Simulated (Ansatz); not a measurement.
# CH6SSi2: inputs that go wrong

Aim: try 3 inputs for CH6SSi2 as typed, read how each ends, and find what has to change.

Method: the settings change from run to run; program: Ansatz 0.2.0, Gaussian basis.

## 1. The relaxed structure

The geometry comes from an earlier relaxation with PBE0-D4 in a triple-zeta def2 set; it is a stationary point, not always the lowest conformer.

SMILES `S[SiH]1C[SiH2]1`, 10 atoms, charge 0, spin multiplicity 1.

Atoms are counted from 1 here; the program's logs count them from 0.

Bond lengths: S1–Si2 2.126 Å, S1–H5 1.346 Å, Si2–C3 1.892 Å, Si2–Si4 2.244 Å, Si2–H6 1.482 Å, C3–Si4 1.901 Å, C3–H7 1.089 Å, C3–H8 1.088 Å, Si4–H9 1.481 Å, Si4–H10 1.482 Å. Angles: Si2–S1–H5 95.6°, S1–Si2–C3 117.4°, S1–Si2–Si4 118.3°, S1–Si2–H6 114.5°, C3–Si2–Si4 53.9°, C3–Si2–H6 115.5°, Si4–Si2–H6 123.1°, Si2–C3–Si4 72.5°, Si2–C3–H7 116.9°, Si2–C3–H8 117.2°, Si4–C3–H7 117.1°, Si4–C3–H8 116.7°, H7–C3–H8 111.6°, Si2–Si4–C3 53.5°, Si2–Si4–H9 121.3°, Si2–Si4–H10 122.0°, C3–Si4–H9 116.3°, C3–Si4–H10 116.4° and more.

As a file:

```xyz
10
charge 0, multiplicity 1
S    -2.5571    0.1011   -0.3230
Si   -0.6286    0.5731    0.4369
C     0.8608    0.1757   -0.6598
Si    0.8313   -1.1019    0.7476
H    -2.6296    1.1538   -1.1583
H    -0.5551    1.8572    1.1738
H     1.6786    0.8942   -0.6593
H     0.6561   -0.1967   -1.6612
H     0.4999   -2.4934    0.3651
H     1.9270   -1.0141    1.7414
```

## 2. Attempt 1

in.yaml

```yaml
crystal:
  periodic: [false, false, false]
  atoms:
    - {symbol: S, position_ang: [-1.534269, 0.060681, -0.193772]}
    - {symbol: Si, position_ang: [-0.377178, 0.401190, 0.262138]}
    - {symbol: C, position_ang: [0.602534, 0.105398, -0.395863]}
    - {symbol: Si, position_ang: [0.498760, -0.771363, 0.448583]}
    - {symbol: H, position_ang: [-1.840703, 0.692256, -0.810810]}
    - {symbol: H, position_ang: [-0.388567, 1.300027, 0.821626]}
    - {symbol: H, position_ang: [1.007187, 0.625948, -0.461524]}
    - {symbol: H, position_ang: [0.459241, -0.137676, -0.996733]}
    - {symbol: H, position_ang: [0.349938, -1.496041, 0.255550]}
    - {symbol: H, position_ang: [1.348879, -0.709838, 1.218985]}
basis:
  gaussian: {orbitals: ANO-RCC-VTZP}
total_charge: 1
magnetization: {spin_polarized: true, initial_magnetization: 1}
hamiltonian: {xc: {name: r2SCAN50}, dispersion: d3bjatm}
scf: {lower_state_search: off}
output: {forces: true}
```

On the command line:

```
$ ansatz run in.yaml --threads 2 --pin off --events-out ev --progress --plain --max-ram 4352MiB
```

What it wrote, cut to the lines that bear on the results:

```text
Functional definition: r2SCAN50
  name "r2SCAN50"
  cite "Bursch, Neugebauer, Ehlert & Grimme, J. Chem. Phys. 156, 134105 (2022) doi:10.1063/5.0086040"
  cite "Furness, Kaplan, Ning, Perdew & Sun, J. Phys. Chem. Lett. 11, 8208 (2020) doi:10.1021/acs.jpclett.0c02405"
  cite "Furness, Kaplan, Ning, Perdew & Sun, J. Phys. Chem. Lett. 11, 9248 (2020) doi:10.1021/acs.jpclett.0c03077"
  parent r2scan
[...]
1787 factors; their error is unknown
[...]
mean field -27678.50434288 eV, -1017.1662734368 hartree, gradient 9.7e-6 eV, S^2 0.762153; 0 other end points of the search recorded, 0 dependent functions left out
[...]
reference -27678.50437478 eV, -1017.1662746091 hartree; 28, 27 occupied and 188, 189 virtual orbitals, 1787 factors
Total energy: -27678.62028737 eV, -1017.1705343181 hartree
Relativity: scalar
Atom 0 at    -1.534269     0.060681    -0.193772 Å, force   -83.503346   -49.711282   -12.317966 eV/Å
Atom 1 at    -0.377178     0.401190     0.262138 Å, force    18.953947    58.244909    45.774130 eV/Å
Atom 2 at     0.602534     0.105398    -0.395863 Å, force    27.126902     0.654102    -8.784334 eV/Å
Atom 3 at     0.498760    -0.771363     0.448583 Å, force    33.029946     6.333678    53.047592 eV/Å
Atom 4 at    -1.840703     0.692256    -0.810810 Å, force   -12.623258    22.760691   -23.247398 eV/Å
Atom 5 at    -0.388567     1.300027     0.821626 Å, force     1.590290    18.026406    12.364373 eV/Å
Atom 6 at     1.007187     0.625948    -0.461524 Å, force    34.922517    43.583634    -5.543318 eV/Å
Atom 7 at     0.459241    -0.137676    -0.996733 Å, force   -11.093809   -19.726749   -50.364567 eV/Å
Atom 8 at     0.349938    -1.496041     0.255550 Å, force   -17.580612   -80.847615   -21.093194 eV/Å
Atom 9 at     1.348879    -0.709838     1.218985 Å, force     9.177423     0.682224    10.164682 eV/Å
Dipole moment:     0.010225     0.097333    -0.284339 e Å
Checks for a lower state left out: stability, starts, cluster_reference, orbital_swaps, neighbouring_geometries, increment
```

Wall time 24 s (2 threads of AMD EPYC 7B13, shared host); peak memory 0.97 GiB.

**Diagnosis.** The run converged, but a converged run isn't a right one. The geometry is squeezed well below its size. The shortest distance is 0.66 Å (C3–H7), against 1.09 Å in the relaxed molecule. It also asks for charge 1 and multiplicity 2, another species or state than the molecule above. Its energy is no property of the relaxed molecule. To mend it, use the relaxed coordinates, and set charge and spin to those of the species named.

## 3. Attempt 2

in.yaml

```yaml
crystal:
  periodic: [true, true, true]
  atoms:
    - {symbol: S, position_ang: [-2.557114, 0.101135, -0.322953]}
    - {symbol: Si, position_ang: [-0.628630, 0.573129, 0.436897]}
    - {symbol: C, position_ang: [0.860763, 0.175663, -0.659772]}
    - {symbol: Si, position_ang: [0.831267, -1.101948, 0.747638]}
    - {symbol: H, position_ang: [-2.629576, 1.153760, -1.158300]}
    - {symbol: H, position_ang: [-0.555095, 1.857181, 1.173751]}
    - {symbol: H, position_ang: [1.678645, 0.894212, -0.659320]}
    - {symbol: H, position_ang: [0.656059, -0.196680, -1.661222]}
    - {symbol: H, position_ang: [0.499912, -2.493401, 0.365072]}
    - {symbol: H, position_ang: [1.926970, -1.014054, 1.741408]}
basis:
  gaussian: {orbitals: cc-pVTZ-DK}
hamiltonian: {xc: {name: B97M-V}}
scf: {lower_state_search: off}
```

Same command.

What it wrote:

```text
Error: YAML parse error: error: line 2 column 3: crystal: missing field `lattice` (a structure is typed as `lattice` and `atoms`, a molecule's as `atoms` in Å alone, or read from a run's directory, `checkpoint`)
 --> <input>:2:3
  |
1 | crystal:
2 |   periodic: [true, true, true]
  |   ^ crystal: missing field `lattice` (a structure is typed as `lattice` and `atoms`, a molecule's as `atoms` in Å alone, or read from a run's directory, `checkpoint`)
3 |   atoms:
4 |     - {symbol: S, position_ang: [-2.557114, 0.101135, -0.322953]}
  |
```

Wall time 0.05 s (2 threads of AMD EPYC 7B13, shared host).

What is wrong: The program refused the input. The molecule is marked periodic without a cell. Fix: set periodic to false, or give a lattice.

## 4. Attempt 3

in.yaml

```yaml
crystal:
  periodic: [false, false, false]
  atoms:
    - {symbol: S, position_ang: [-2.557114, 0.101135, -0.322953]}
    - {symbol: Si, position_ang: [-0.628630, 0.573129, 0.436897]}
    - {symbol: C, position_ang: [0.860763, 0.175663, -0.659772]}
    - {symbol: Si, position_ang: [0.831267, -1.101948, 0.747638]}
    - {symbol: H, position_ang: [-2.629576, 1.153760, -1.158300]}
    - {symbol: H, position_ang: [-0.555095, 1.857181, 1.173751]}
    - {symbol: H, position_ang: [1.678645, 0.894212, -0.659320]}
    - {symbol: H, position_ang: [0.656059, -0.196680, -1.661222]}
    - {symbol: H, position_ang: [0.499912, -2.493401, 0.365072]}
    - {symbol: H, position_ang: [1.926970, -1.014054, 1.741408]}
basis:
  gaussian: {orbitals: aug-cc-pVTZ, nuclear_model: gaussian}
hamiltonian: {xc: {name: HF}}
correlation: {method: mp2, frozen_orbitals: {S: 9}}
accuracy: high
```

Same command.

What it wrote:

```text
Functional definition: HF
  name "HF"
  cite "Fock, Z. Phys. 61, 126 (1930) doi:10.1007/BF01340294"
  parent pbe
  exchange = exact_x
  correlation = 0
Error: "frozen_orbitals" has no count for Si
```

Run time: 0.05 s. Hardware: 2 threads of AMD EPYC 7B13, shared host.

Diagnosis: The program refused the input. Frozen orbitals are typed for one element alone, and the program wants a count for each. Cure: leave frozen_orbitals out, or give every element a count that its core really has.

## 5. How the tries ended

| attempt | level | ended | cause | time |
| --- | --- | --- | --- | --- |
| 1 | r2SCAN50/ANO-RCC-VTZP | converged | the geometry is squeezed well below its size | 24 s |
| 2 | B97M-V/cc-pVTZ-DK | refused | the molecule is marked periodic without a cell | 0.05 s |
| 3 | MP2/aug-cc-pVTZ | refused | frozen orbitals are typed for one element alone, and the program wants a count for each | 0.05 s |

**Reading.** 1 converged, 2 refused. A refusal costs next to no computing time. The dangerous case is the input that converges on a wrong geometry, charge, spin, basis or grid: often only a look at the input shows it.
